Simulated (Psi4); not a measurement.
**doublet CH6GeO+: levels of theory compared**

We compute a comparison of 4 runs (UHF/STO-3G, UB3LYP/6-31G*, UTPSSh/cc-pVDZ) of doublet CH6GeO+. 

The calculation is run with Psi4 1.11.

1 further run of the same task is left out (set aside as unsound or not needed).

**1. Starting point**

The species is CH6GeO+ (9 atoms), meant as a doublet with charge +1. As SMILES of the parent species, `C[O][GeH3]`. The coordinates come from a PBE0-D4/def2-TZVP relaxation. That shape belongs to the parent species and isn't relaxed for this state.

Bond lengths: C1–O2 1.406 Å, O2–Ge3 1.779 Å, C1–H4 1.093 Å, C1–H5 1.099 Å, C1–H6 1.099 Å, Ge3–H7 1.542 Å, Ge3–H8 1.531 Å, Ge3–H9 1.542 Å. Some angles: C1–O2–Ge3 117.8°, O2–C1–H4 108.1°, O2–C1–H5 112.2°, O2–C1–H6 112.2°, O2–Ge3–H7 108.9°, O2–Ge3–H8 104.9°, O2–Ge3–H9 108.9°, H4–C1–H5 108.0°, H4–C1–H6 108.0°, H5–C1–H6 108.1°.

**2. A single-point energy at UHF/STO-3G (run 1)**

The input, job.json:

```json
{
  "schema_name": "qcschema_input",
  "schema_version": 1,
  "molecule": {
    "schema_name": "qcschema_molecule",
    "schema_version": 2,
    "symbols": ["C", "O", "Ge", "H", "H", "H", "H", "H", "H"],
    "geometry": [-0.87229758, 1.77539769, -1.6622031, -1.24211698, -0.72489894, -0.8452745, 0.77384285, -1.89804092, 1.57659851, -2.25708888, 2.17809833, -3.13977996, 1.02215286, 2.06830524, -2.45947855, -1.14838657, 3.1497955, -0.13076905, 3.5341658, -1.77445283, 0.65214449, -0.10223418, -4.61849065, 2.02257387, 0.45901448, -0.24301878, 3.953685],
    "molecular_charge": 1,
    "molecular_multiplicity": 2,
    "fix_symmetry": "c1",
    "fix_com": true,
    "fix_orientation": true
  },
  "driver": "energy",
  "model": {
    "method": "scf",
    "basis": "STO-3G"
  },
  "keywords": {
    "reference": "uhf",
    "puream": true,
    "e_convergence": 1e-09,
    "d_convergence": 1e-08,
    "scf_type": "pk",
    "maxiter": 100,
    "scf_properties": ["WIBERG_LOWDIN_INDICES", "LOWDIN_CHARGES", "QUADRUPOLE"]
  }
}
```

On the command line:

```sh
$ psi4 --qcschema job.json -n 1 --memory 1600MB
```

stdout:

```text
[...]
  Running in c1 symmetry.
[...]
  Nuclear repulsion =  205.435326475879293
[...]
  Multiplicity = 2
[...]
  Nalpha       = 26
  Nbeta        = 25
[...]
    Number of basis functions: 34
[...]
   @UHF iter   1: -2165.89261706057778   -4.06509e+00   2.05823e-02 DIIS/ADIIS
[...]
   @UHF iter  14: -2166.29403530937179   -9.09495e-13   9.07572e-09 DIIS
[...]
   @S^2 Observed:                7.578053768E-01
[...]
    Orbital Energies [Eh]
    ---------------------
    Alpha Occupied:
       1A   -400.850755     2A    -50.693007     3A    -45.757502
       4A    -45.756501     5A    -45.756372     6A    -20.781456
       7A    -11.379489     8A     -6.774217     9A     -4.818638
      10A     -4.813213    11A     -4.812980    12A     -1.747806
      13A     -1.183925    14A     -0.999276    15A     -0.997040
      16A     -0.959228    17A     -0.951610    18A     -0.950256
      19A     -0.950236    20A     -0.949179    21A     -0.897161
      22A     -0.818371    23A     -0.770649    24A     -0.735430
      25A     -0.651989    26A     -0.647467
    Alpha Virtual:
[...]
  @UHF Final Energy: -2166.29403530937179
   => Energetics <=
    Nuclear Repulsion Energy =            205.4353264758792932
    One-Electron Energy =               -3431.8930125944102656
    Two-Electron Energy =                1060.1636508091592077
    Total Energy =                      -2166.2940353093717931
  UHF NO Occupations:
  HONO-2 :   24  A 1.9989574
  HONO-1 :   25  A 1.9983847
[...]
 Multipole Moments:
 ------------------------------------------------------------------------------------
     Multipole            Electronic (a.u.)      Nuclear  (a.u.)        Total (a.u.)
 ------------------------------------------------------------------------------------
 L = 1.  Multiply by 2.5417464519 to convert [e a0] to [Debye]
 Dipole X            :        -11.1029131           11.0998734           -0.0030397
 Dipole Y            :         54.9945684          -55.1238780           -0.1293096
 Dipole Z            :        -34.5821443           34.6141135            0.0319692
 Magnitude           :                                                    0.1332376
 L = 2.  Multiply by 1.3450342976 to convert [e a0^2] to [Debye ang]
 Quadrupole XX       :        -75.5248910           56.2404158          -19.2844752
 Quadrupole XY       :         59.9009973          -61.4197213           -1.5187240
[...]
```

The result, in JSON:

```text
{
 "driver": "energy",
 "model": {
  "method": "scf",
  "basis": "STO-3G"
 },
 "success": true,
 "return_result": -2166.294035309372,
 "properties": {
  "calcinfo_nbasis": 34,
  "calcinfo_nmo": 34,
  "calcinfo_nalpha": 26,
  "calcinfo_nbeta": 25,
  "calcinfo_natom": 9,
  "nuclear_repulsion_energy": 205.4353264758793,
  "return_energy": -2166.294035309372,
  "scf_one_electron_energy": -3431.8930125944103,
  "scf_two_electron_energy": 1060.1636508091592,
  "scf_dipole_moment": [-0.0030396840953859083, -0.12930963199261214, 0.031969196345670525],
  "scf_total_energy": -2166.294035309372,
  "scf_iterations": 14
 }
}
```

It took 3.3 s on 1 thread of Intel Xeon Platinum 8259CL at 2.50GHz (Skylake/Cascade Lake), shared host; peak memory 0.2 GiB.

**3. Energy and forces at UB3LYP/6-31G(d) (spherical functions) (run 2)**

The input, ch6geo.py:

```python
import psi4

psi4.set_memory(1600000000)
psi4.set_num_threads(1)
psi4.set_output_file('run.log', False)

geom = psi4.geometry("""
1 2
C
O 1 1.405623
Ge 2 1.779313 1 117.80494
H 1 1.0926 2 108.07752 3 179.97575
H 1 1.09865 4 108.03908 2 121.62982
H 1 1.098662 4 108.03305 5 116.75839
H 3 1.54183 2 108.94596 1 -59.79833
H 3 1.530709 7 112.07007 2 115.66227
H 3 1.541783 8 112.06868 7 -123.84426
units angstrom
symmetry c1
no_reorient
no_com
""")

psi4.set_options({
    'basis': '6-31G*',
    'reference': 'uks',
    'puream': True,
    'e_convergence': 1e-09,
    'd_convergence': 1e-08,
    'scf_type': 'pk',
    'dft_radial_points': 99,
    'dft_spherical_points': 590,
    'maxiter': 100,
})

result, w = psi4.gradient('b3lyp', molecule=geom, return_wfn=True)
print('gradient / Eh bohr^-1')
print(result.np.round(6))
print(f'energy = {w.energy():.10f} Eh')
```

On the command line:

```sh
$ python ch6geo.py
```

run.log:

```text
[...]
  Running in c1 symmetry.
[...]
  Nuclear repulsion =  205.435286236628940
[...]
  Multiplicity = 2
[...]
  Nalpha       = 26
  Nbeta        = 25
[...]
    Number of basis functions: 72
[...]
   @UKS iter   1: -2191.93480677097205   -1.79851e+00   3.74966e-02 ADIIS/DIIS
[...]
   @UKS iter  15: -2193.32556562156242   -1.81899e-12   2.01014e-09 DIIS
[...]
   @S^2 Observed:                7.556984211E-01
[...]
  @UKS Final Energy: -2193.32556562156242
   => Energetics <=
    Nuclear Repulsion Energy =            205.4352862366289401
    One-Electron Energy =               -3448.1351028898507138
    Two-Electron Energy =                1125.8470908983806567
    DFT Exchange-Correlation Energy =     -76.4728398667217419
    Empirical Dispersion Energy =           0.0000000000000000
    VV10 Nonlocal Energy =                  0.0000000000000000
    Total Energy =                      -2193.3255656215628733
[...]
 Multipole Moments:
 ------------------------------------------------------------------------------------
     Multipole            Electronic (a.u.)      Nuclear  (a.u.)        Total (a.u.)
 ------------------------------------------------------------------------------------
 L = 1.  Multiply by 2.5417464519 to convert [e a0] to [Debye]
 Dipole X            :          0.0002183            0.0001592            0.0003775
 Dipole Y            :         -4.7768485            4.9833360            0.2064876
 Dipole Z            :          7.0838548           -8.4095727           -1.3257179
 Magnitude           :                                                    1.3417023
[...]
  -Total Gradient:
     Atom            X                  Y                   Z
    ------   -----------------  -----------------  -----------------
       1        0.000032906119    -0.031466504500     0.011060399621
       2       -0.000018043327    -0.024796673805     0.032194791606
       3        0.000044001478     0.049761585432    -0.051112725572
       4       -0.000004731695    -0.000317953800    -0.002064544836
       5        0.002893394358     0.008180932416    -0.003292148535
       6       -0.002914989089     0.008171524425    -0.003284564857
       7        0.002823526161    -0.002817547487     0.007217892986
       8       -0.000003952295    -0.003879202869     0.002046213472
       9       -0.002852115845    -0.002812217453     0.007221273709
[...]
```

Standard output:

```text
gradient / Eh bohr^-1
[[ 3.3000e-05 -3.1467e-02  1.1060e-02]
 [-1.8000e-05 -2.4797e-02  3.2195e-02]
 [ 4.4000e-05  4.9762e-02 -5.1113e-02]
 [-5.0000e-06 -3.1800e-04 -2.0650e-03]
 [ 2.8930e-03  8.1810e-03 -3.2920e-03]
 [-2.9150e-03  8.1720e-03 -3.2850e-03]
 [ 2.8240e-03 -2.8180e-03  7.2180e-03]
 [-4.0000e-06 -3.8790e-03  2.0460e-03]
 [-2.8520e-03 -2.8120e-03  7.2210e-03]]
energy = -2193.3255656216 Eh
```

It took 63 s on 1 thread of Intel Xeon Platinum 8259CL at 2.50GHz (Skylake/Cascade Lake), shared host; peak memory 1.1 GiB.

Run 3 isn't shown in full; the table further down has it.

**4. Energy and gradient at UTPSSh/cc-pVDZ (run 4)**

The input, job.py:

```python
import psi4

psi4.set_memory(1600000000)
psi4.set_num_threads(1)
psi4.set_output_file('ch6geo.out', False)

m = psi4.geometry("""
1 2
C     -0.461600     0.939500    -0.879600
O     -0.657300    -0.383600    -0.447300
Ge     0.409500    -1.004400     0.834300
H     -1.194400     1.152600    -1.661500
H      0.540900     1.094500    -1.301500
H     -0.607700     1.666800    -0.069200
H      1.870200    -0.939000     0.345100
H     -0.054100    -2.444000     1.070300
H      0.242900    -0.128600     2.092200
symmetry c1
""")

psi4.set_options({
    'basis': 'cc-pVDZ',
    'reference': 'uks',
    'puream': True,
    'e_convergence': 1e-09,
    'd_convergence': 1e-08,
    'scf_type': 'pk',
    'dft_radial_points': 99,
    'dft_spherical_points': 590,
    'maxiter': 100,
})

E, wfn = psi4.gradient("tpssh", return_wfn=True)
psi4.oeprop(wfn, "QUADRUPOLE", "DIPOLE", "LOWDIN_CHARGES", title="TPSSH")
print('gradient / Eh bohr^-1')
print(E.np.round(6))
print(f'energy = {wfn.energy():.10f} Eh')
```

On the command line:

```sh
$ python job.py
```

ch6geo.out:

```text
[...]
  Running in c1 symmetry.
[...]
  Nuclear repulsion =  205.435326497741073
[...]
  Multiplicity = 2
[...]
  Nalpha       = 26
  Nbeta        = 25
[...]
    Number of basis functions: 85
[...]
   @UKS iter   1: -2192.85049152502370   -2.59713e+00   1.39016e-02 ADIIS/DIIS
[...]
   @UKS iter  15: -2193.52271105784621    1.36424e-12   2.77941e-09 DIIS
[...]
   @S^2 Observed:                7.558129467E-01
[...]
  @UKS Final Energy: -2193.52271105784621
   => Energetics <=
    Nuclear Repulsion Energy =            205.4353264977410731
    One-Electron Energy =               -3448.2178170563392996
    Two-Electron Energy =                1134.9250973318396518
    DFT Exchange-Correlation Energy =     -85.6653178310882595
    Empirical Dispersion Energy =           0.0000000000000000
    VV10 Nonlocal Energy =                  0.0000000000000000
    Total Energy =                      -2193.5227110578462089
[...]
  -Total Gradient:
     Atom            X                  Y                   Z
    ------   -----------------  -----------------  -----------------
       1        0.022514111434    -0.005677077476     0.023649484852
       2        0.014508508391    -0.026085692083     0.025596871272
       3       -0.031112291526     0.044441327854    -0.049543793253
       4        0.003506865532     0.001685398635     0.002476996463
       5       -0.011433047137     0.002541437403    -0.002976343576
       6       -0.003495573759    -0.001417690151    -0.011480005736
       7        0.000997134595    -0.005623968778     0.005167072571
       8        0.002025837161    -0.003486745237     0.003498184887
       9        0.002464530509    -0.006363330981     0.003582919091
[...]
 Multipole Moments:
 ------------------------------------------------------------------------------------
     Multipole            Electronic (a.u.)      Nuclear  (a.u.)        Total (a.u.)
 ------------------------------------------------------------------------------------
 L = 1.  Multiply by 2.5417464519 to convert [e a0] to [Debye]
 Dipole X            :          2.5947233           -2.5729426            0.0217806
 Dipole Y            :         -6.1828034            7.4078560            1.2250526
 Dipole Z            :          5.2878027           -5.8359365           -0.5481338
 Magnitude           :                                                    1.3422664
 L = 2.  Multiply by 1.3450342976 to convert [e a0^2] to [Debye ang]
 Quadrupole XX       :        -73.2933558           53.9983551          -19.2950007
 Quadrupole XY       :         47.7182887          -50.0195660           -2.3012773
[...]
```

On the terminal:

```text
gradient / Eh bohr^-1
[[ 0.022514 -0.005677  0.023649]
 [ 0.014509 -0.026086  0.025597]
 [-0.031112  0.044441 -0.049544]
 [ 0.003507  0.001685  0.002477]
 [-0.011433  0.002541 -0.002976]
 [-0.003496 -0.001418 -0.01148 ]
 [ 0.000997 -0.005624  0.005167]
 [ 0.002026 -0.003487  0.003498]
 [ 0.002465 -0.006363  0.003583]]
energy = -2193.5227110578 Eh
```

Wall time 4.8 min (1 thread of Intel Xeon Platinum 8259CL at 2.50GHz (Skylake/Cascade Lake), shared host); peak memory 1.2 GiB.

**5. Overview of the runs**

```
run                                level      task         integration grid   energy (Eh)  HOMO energy (eV)  LUMO energy (eV)   ⟨S²⟩  wall time
  1                           UHF/STO-3G    energy                        –  -2166.294035            -17.52             -2.67  0.758      3.3 s
  2  UB3LYP/6-31G* (spherical functions)  gradient  99 radial × 590 angular  -2193.325566            -15.04            -12.46  0.756       63 s
  3  UB3LYP/6-31G* (Cartesian functions)  gradient  99 radial × 590 angular  -2193.332675            -15.04            -12.46  0.756       62 s
  4                       UTPSSh/cc-pVDZ  gradient  99 radial × 590 angular  -2193.522711            -14.62            -12.69  0.756    4.8 min
```

**6. What came out**

```
                                 quantity           value
                      run 4: total energy  -2193.52271 Eh
run 4: HOMO energy (highest over α and β)       -14.62 eV
 run 4: LUMO energy (lowest over α and β)       -12.69 eV
                              run 4: ⟨S²⟩           0.756
          run 4: largest force on an atom      3.778 eV/Å
```

Totals of different functionals can't be ranked against each other. In run 1 the basis is minimal, so the values are rough. All runs together took 7 min, the longest 4.8 min.
